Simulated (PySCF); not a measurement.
# C10H8: the cost of one run

Programs: PySCF 2.14.0, with routines of our own; each step states its level. All values are computed. Atoms count from 0.

## 1. The system as given

18 atoms, charge 0, multiplicity 1; geometry from: GFN2-xTB.

## 2. Geometry optimisation at PBE0-D3(BJ)/def2-SVP

The job: settings as JSON, then the geometry in Å.

```
{"job": {"xc": "PBE0", "basis": "def2-SVP", "d3": "d3bj", "grid": 2, "kind": "geom"}, "charge": 0, "multiplicity": 1}
C      3.326836     1.252217    -0.479394
C      2.177093     0.954386    -0.295121
C      0.849569     0.550443    -0.090071
C     -0.191243     1.320721     0.225884
C     -1.487358     0.555135     0.372323
C     -1.196988    -0.519607     1.402597
C     -0.167972    -1.288168     1.089802
C      0.481891    -0.925180    -0.228257
C     -0.630816    -0.953177    -1.254009
C     -1.659567    -0.184548    -0.940600
H      4.324842     1.534300    -0.635119
H     -0.160852     2.384692     0.372776
H     -2.334152     1.187741     0.629930
H     -1.802053    -0.596288     2.287617
H      0.217055    -2.104223     1.673961
H      1.333493    -1.551570    -0.485589
H     -0.534840    -1.559117    -2.136586
H     -2.553697    -0.051441    -1.521800
```

On the command line:

```bash
> OMP_NUM_THREADS=1 python excited_run.py task.json out
```

The driver reads the jobs from task.json and runs them one after another.

**Question.** How long does this first job take on 1 thread of Arm Neoverse V2, shared host, and how much memory does it need?

About 78 s, with a peak of 0.82 GiB.
